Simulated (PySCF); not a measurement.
# KBi+: from the state search to spectroscopic constants

The task here is to estimate one member of a computed series from the others.

Method: K def2-SVP, Bi def2-SVP with ECP60, scalar-relativistic core potentials; program: PySCF 2.14.0.

Set-up of the first run:

The job is set up so:

| Property | Result |
| --- | --- |
| atoms | K, Bi |
| charge | 1 |
| basis | K def2-SVP, Bi def2-SVP with ECP60 |
| Hamiltonian | scalar-relativistic core potentials |
| basis functions | 50 |
| electrons treated | 41 |
| masses in u | 38.9637, 208.9804 |
| levels | PBE0, PBE, r²SCAN, LDA, B2PLYP, M06-L, ωB97X, HF, MP2, SCS-MP2, CCSD, CCSD(T) |
| grid | 80 radial by 434 angular points |
| occupations | held fixed by the projection of orbital angular momentum |
| dissociation limit | K+ + Bi, each in its ground configuration |
| starting distance in angstrom | 3.505 |
| values of 2S to try | 1, 3 |

Among the steps run: The job; PBE0 along the bond; Other states along the same grid; PBE; r²SCAN (meta-GGA); LDA (local density); B2PLYP (double hybrid); M06-L; ωB97X (range-separated hybrid); UHF (mean field); Adding correlation.

One table of the session follows, with a row left open; its other results are not shown here.

It belongs to the step «The curves together». Energy (eV) from each level's lowest point:

| R (Å) | UHF | UHF-MP2 | UHF-SCS-MP2 | UHF-CCSD | UHF-CCSD(T) |
| --- | --- | --- | --- | --- | --- |
| 3.393 | 0.161 | 0.129 | 0.134 | n/a | n/a |
| 3.550 | 0.083 | 0.060 | 0.064 | 0.063 | 0.061 |
| 3.708 | 0.037 | 0.022 | 0.024 | 0.023 | 0.022 |
| 3.827 | ? | ? | ? | ? | ? |
| 3.945 | 0.005 | 0.000 | 0.001 | 0.001 | 0.000 |
| 4.063 | 0.000 | 0.000 | 0.000 | 0.000 | 0.000 |
| 4.221 | 0.000 | 0.006 | 0.005 | 0.006 | 0.006 |
| 4.418 | 0.007 | 0.020 | 0.018 | 0.020 | 0.020 |
| 4.655 | 0.021 | 0.041 | 0.037 | 0.040 | 0.041 |
| 4.971 | 0.041 | 0.068 | 0.063 | n/a | n/a |

Estimate the missing values for R (Å) = 3.827.

Worked estimate for «UHF». A straight line through the neighbours (3.708, 0.037) and (3.945, 0.005) gives 0.037 + (0.005 − 0.037) × (3.827 − 3.708) / (3.945 − 3.708) = 0.021; a parabola fitted to 4 rows on both sides gives 0.016.

As computed: UHF: 0.017; UHF-MP2: 0.007; UHF-SCS-MP2: 0.008; UHF-CCSD: 0.008; UHF-CCSD(T): 0.007. In «UHF» the line misses by +0.004 and the parabola by -0.001.

State 4 has its PBE0 minimum 1.09 eV higher. The other levels ran on the lowest alone.

Limits of these values: The bond is weak, and basis-set superposition, which was not computed, may be a sizeable part of it.
